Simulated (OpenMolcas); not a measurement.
# CH2ClNSi (SMILES ClC1=N[SiH2]1): a first try and a second

Wanted: energy and gradient of CH2ClNSi, MP2/MIDI.

The calculation is run with OpenMolcas 26.06.

2 further runs of the same task are left out: 2 set aside as unsound or not needed.

## 1. The molecule

The species is CH2ClNSi (6 atoms), meant as a singlet with charge 0. SMILES: `ClC1=N[SiH2]1`. Geometry: relaxed at GFN2-xTB.

Bond lengths: Cl1–C2 1.676 Å, C2–N3 1.288 Å, C2–Si4 1.839 Å, N3–Si4 1.800 Å, Si4–H5 1.445 Å, Si4–H6 1.444 Å. Angles: Cl1–C2–N3 130.2°, Cl1–C2–Si4 162.2°, N3–C2–Si4 67.7°, C2–N3–Si4 70.9°, C2–Si4–N3 41.4°, C2–Si4–H5 117.3°, C2–Si4–H6 117.4°, N3–Si4–H5 117.3°, N3–Si4–H6 117.3°, H5–Si4–H6 121.3°.

## 2. Try one

The input, struct.xyz:

```xyz
6

Cl    -1.227950    -2.302010     0.037280
C     -0.294360    -0.909660     0.033030
N      0.981180    -0.764130     0.138200
Si     0.215960     0.855640    -0.035560
H      0.274370     1.478820    -1.337750
H      0.050810     1.641330     1.164800
```

The input, job.inp:

```
>>> EXPORT MOLCAS_PRINT=2

&GATEWAY
  BASLIB=$CurrDir
  COORD=struct.xyz
  BASIS=MIDI
  GROUP=NoSym

&SEWARD

&SCF
  PRORBITALS=1 1

&MBPT2
  FROZEN=23
  GRDT

&ALASKA
```

The basis set MIDI is read from a file made from the Basis Set Exchange's data (not shown).

Started as:

```bash
$ export MOLCAS_MEM=1860
$ pymolcas job.inp > job.log
```

What it wrote:

```text
--- Start Module: gateway ---
[...]
--- Stop Module: gateway /rc=_RC_ALL_IS_WELL_ ---
[...]
      Basis functions           48
[...]
       Convergence after  13 Iterations
[...]
::    Total SCF energy                               -837.4714710568
[...]
      Total spin, S                                     0.0000000000
[...]
      Total electronic charge=   46.000000
      Total            charge=   -0.000000
[...]
--- Start Module: mbpt2 ---
[...]
WARNING!
Default frozen orbitals as non valence orbitals is overwritten by user input.
Default values:   9
[...]
       Reference weight ( Cref**2 )         =        1.00000
::    Total MBPT2 energy                             -837.4714710568
[...]
      Dipole Moment (debye):
      Origin of the operator (angstrom)=   -0.2898   -0.8248    0.0271
                   X= -6.9720E-01               Y=  3.5978E+00               Z= -2.9425E-01           Total=  3.6766E+00
      Quadrupole Moment (debye*angstrom):
[...]
      Total MBPT2 calculations                           0.24      0.27
--- Stop Module: mbpt2 /rc=_RC_ALL_IS_WELL_ ---
--- Start Module: alaska ---
[...]
 *              Molecular gradients               *
 **************************************************
  Irreducible representation: a
 ------------------------------------------------------------------------------------------
                              X                       Y                       Z
 ------------------------------------------------------------------------------------------
  CL1               3.98865355684688E-02    5.79111222541400E-02   -1.36579129827487E-04
  C2               -7.55741011785938E-02   -5.15920732140818E-02   -3.44760392523716E-03
  N3                1.58538040547409E-02    4.75365133227639E-02   -1.64974026350406E-03
  SI4               2.16557524175049E-02   -2.75628479407803E-02    3.93245228982853E-03
  H5               -2.52269969422668E-03   -1.19222615977950E-02    1.84441371967927E-02
  H6                7.00708832089392E-04   -1.43704528242745E-02   -1.71426661680458E-02
 ------------------------------------------------------------------------------------------
--- Stop Module: alaska /rc=_RC_ALL_IS_WELL_ ---
[...]
```

It took 2.5 s on 1 thread of Arm Neoverse V2, shared host; peak memory 0.38 GiB.

## 3. Reading the log

It ran to the end. The result can't be trusted all the same.

What is wrong: too many or the wrong orbitals are frozen. To mend it: frozen core orbitals 12 in place of 23.

## 4. Try two

struct.xyz is that of step 2.

The input, job.input:

```
* CH2ClNSi MP2
&GATEWAY
BASLIB=$CurrDir
COORD=struct.xyz
BASIS=MIDI
GROUP=NoSym
&SEWARD
&SCF
PRORBITALS=0
&MBPT2
FROZEN=12
GRDT
&ALASKA
```

The basis set MIDI is read from a file made from the Basis Set Exchange's data (not shown).

Started as:

```bash
$ export MOLCAS_MEM=1860
$ pymolcas job.input > job.log
```

What it wrote:

```text
--- Start Module: gateway ---
[...]
--- Stop Module: gateway /rc=_RC_ALL_IS_WELL_ ---
[...]
      Basis functions           48
[...]
       Convergence after  13 Iterations
[...]
::    Total SCF energy                               -837.4714710568
[...]
      Total spin, S                                     0.0000000000
[...]
      Total electronic charge=   46.000000
      Total            charge=   -0.000000
[...]
--- Start Module: mbpt2 ---
[...]
WARNING!
Default frozen orbitals as non valence orbitals is overwritten by user input.
Default values:   9
[...]
       Reference weight ( Cref**2 )         =        0.88343
::    Total MBPT2 energy                             -837.7507128084
[...]
      Dipole Moment (debye):
      Origin of the operator (angstrom)=   -0.2898   -0.8248    0.0271
                   X= -6.6304E-01               Y=  2.4678E+00               Z= -2.1843E-01           Total=  2.5646E+00
      Quadrupole Moment (debye*angstrom):
[...]
      Total MBPT2 calculations                           0.34      0.43
--- Stop Module: mbpt2 /rc=_RC_ALL_IS_WELL_ ---
--- Start Module: alaska ---
[...]
 *              Molecular gradients               *
 **************************************************
  Irreducible representation: a
 ------------------------------------------------------------------------------------------
                              X                       Y                       Z
 ------------------------------------------------------------------------------------------
  CL1               4.28961681159077E-02    5.84933036631359E-02    1.03267636498337E-04
  C2               -2.14357520742983E-02   -4.07958532953017E-02    7.04068940111380E-04
  N3               -5.21896238481236E-02    6.14798818856563E-02   -8.66391682769607E-03
  SI4               3.35801290853499E-02   -5.10763143022270E-02    6.52857801591522E-03
  H5               -3.25843679383233E-03   -1.26652463334604E-02    2.09143495277546E-02
  H6                4.07515514965096E-04   -1.54357716178524E-02   -1.95863472925755E-02
 ------------------------------------------------------------------------------------------
--- Stop Module: alaska /rc=_RC_ALL_IS_WELL_ ---
[...]
```

Wall time 2.7 s (1 thread of Arm Neoverse V2, shared host); peak memory 0.38 GiB.

## 5. Results

At MP2/MIDI:

```
                                    quantity          value
                                total energy  -837.75071 Eh
          dipole moment (mean-field density)         3.68 D
         HOMO energy (Hartree–Fock orbitals)      -10.20 eV
         LUMO energy (Hartree–Fock orbitals)        1.94 eV
       HOMO–LUMO gap (Hartree–Fock orbitals)       12.14 eV
correlation energy (12 core orbitals frozen)     -279.2 mEh
                    largest force on an atom     4.171 eV/Å
```

The first attempt's energy was +7.599 eV off this one. Mulliken charges of the mean-field density run from -0.60 on N3 to +0.56 on Si4; they depend strongly on the basis. The largest force is 4.17 eV/Å: the shape isn't a stationary point for this species at this level.
